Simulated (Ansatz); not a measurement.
# C3H4ClFSi: one species, many methods

The task here is to estimate one member of a computed series from the others.

Computed with Ansatz 0.2.0, Gaussian basis. Level: functionals in def2-TZVPP, the program's frozen cores in correlated methods.

The runs, in order: PBE-D4, r2SCAN-D4, PBE0-D4, B3LYP-D4, ωB97X-V, ωB97M-V, B2PLYP; CCSD(T)/def2-TZVPP; MP2/def2-QZVPP; extrapolation to the limit.

## Structure used throughout

An earlier PBE0-D4 in a triple-zeta def2 set relaxation fixed the geometry.

SMILES `FC(Cl)=C=C[SiH3]`, 10 atoms, charge 0, spin multiplicity 1.

Atoms are counted from 1 here; the program's logs count them from 0.

Bond lengths: F1–C2 1.332 Å, C2–Cl3 1.709 Å, C2–C4 1.299 Å, C4–C5 1.300 Å, C5–Si6 1.873 Å, C5–H7 1.091 Å, Si6–H8 1.486 Å, Si6–H9 1.486 Å, Si6–H10 1.482 Å. Angles: F1–C2–Cl3 112.9°, F1–C2–C4 123.1°, Cl3–C2–C4 124.0°, C2–C4–C5 177.0°, C4–C5–Si6 121.7°, C4–C5–H7 118.9°, Si6–C5–H7 119.4°, C5–Si6–H8 109.3°, C5–Si6–H9 109.3°, C5–Si6–H10 109.0°, H8–Si6–H9 108.4°, H8–Si6–H10 110.4°, H9–Si6–H10 110.4°.

Set-up of the first run:

Contents of in.yaml:

```yaml
crystal:
  periodic: [false, false, false]
  atoms:
    - {symbol: F, position_ang: [0.546932, -2.499210, -1.702007]}
    - {symbol: C, position_ang: [0.490912, -2.041207, -0.452950]}
    - {symbol: Cl, position_ang: [1.409868, -2.979503, 0.641285]}
    - {symbol: C, position_ang: [-0.202388, -0.996793, -0.110956]}
    - {symbol: C, position_ang: [-0.838437, 0.081649, 0.239612]}
    - {symbol: Si, position_ang: [-0.015173, 1.763760, 0.210807]}
    - {symbol: H, position_ang: [-1.879446, -0.000370, 0.556023]}
    - {symbol: H, position_ang: [-0.763861, 2.662488, -0.706046]}
    - {symbol: H, position_ang: [-0.050176, 2.350958, 1.575730]}
    - {symbol: H, position_ang: [1.384767, 1.607129, -0.248498]}
basis:
  gaussian: {orbitals: def2-TZVPP}
hamiltonian: {xc: pbe, dispersion: d4}
output: {forces: true, orbitals: {seedname: orbitals}}
```

Started as:

```console
ansatz run in.yaml --threads 4 --pin off --events-out ev --progress --plain --max-ram 10444MiB
```

Among the steps run: PBE-D4 (GGA); r2SCAN-D4 (meta-GGA); PBE0-D4 (hybrid); B3LYP-D4 (hybrid); ωB97X-V (range-separated); ωB97M-V (range-separated); B2PLYP (double hybrid); CCSD(T) in def2-TZVPP; MP2 in def2-QZVPP.

One table of the session follows, with a row left open; its other results are not shown here.

| method | atomisation energy (kJ/mol) |
| --- | --- |
| PBE-D4 | 3888.3 |
| r2SCAN-D4 | 3781.7 |
| PBE0-D4 | 3785.5 |
| B3LYP-D4 | 3749.6 |
| ωB97X-V | 3759.2 |
| ωB97M-V | 3763.4 |
| B2PLYP | 3707.5 |
| HF/def2-TZVPP | 2657.3 |
| MP2/def2-TZVPP | 3733.4 |
| CCSD/def2-TZVPP | ? |
| CCSD(T)/def2-TZVPP | 3634.3 |
| MP2/CBS | 3837.0 |
| CCSD(T)/CBS | 3737.9 |

Q: Estimate the row for CCSD/def2-TZVPP from the others.

**Answer.** atomisation energy (kJ/mol): 3555.6. In the column «atomisation energy (kJ/mol)» it lies between HF/def2-TZVPP (2657.3) and CCSD(T)/def2-TZVPP (3634.3).
